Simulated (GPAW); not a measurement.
In3Se in GPAW: convergence with density grid spacing (A)

In3Se:

```
In Se
1.0
     4.80376    0.00000    0.00000
     0.00000    4.80376    0.00000
     0.00000    0.00000    4.80376
In Se
3 1
Direct
  0.50000 0.50000 0.00000
  0.50000 0.00000 0.50000
  0.00000 0.50000 0.50000
  0.00000 0.00000 0.00000
```

The cell comes from a database or a generator and needn't be the stable form of this composition.

```yaml
Program: GPAW 26.7.0
Task: convergence study
Functional: PBE
Potentials_or_basis: GPAW PAW data sets (gpaw-data 1.2.1)
Cutoff: 600 eV
Basis: pw
Grid_spacing: 0.24 Å
k_mesh: 4 × 4 × 4
Occupations: fermi-dirac, width 0.05 eV
Spin: no spin polarisation
```

These are the settings of the first run; the series varies density grid spacing (A), with any setting tied to it.

Hardware: 1 thread of Arm Neoverse V2 (shared host).

Task: The values tried are 0.24, 0.2, 0.17, 0.15, 0.13, 0.11, 0.09, loosest first. From which on does the energy stay within 1 meV/atom of the tightest run that finished?

Result: From 0.2 on.

| density grid spacing (A) | energy less the tightest run, at zero smearing (meV/atom) | SCF cycles | CPU time (s) | peak memory (GiB) |
| --- | --- | --- | --- | --- |
| 0.24 | -1.78 | 9 | 16 | 0.17 |
| 0.2 | -0.17 | 9 | 16 | 0.18 |
| 0.17 | -0.06 | 9 | 24 | 0.2 |
| 0.15 | -0.03 | 9 | 33 | 0.23 |
| 0.13 | -0.02 | 9 | 40 | 0.28 |
| 0.11 | -0.01 | 9 | 59 | 0.33 |
| 0.09 | 0.00 | 9 | 85 | 0.5 |

The tightest run that finished is the yardstick and may itself not be fully converged.
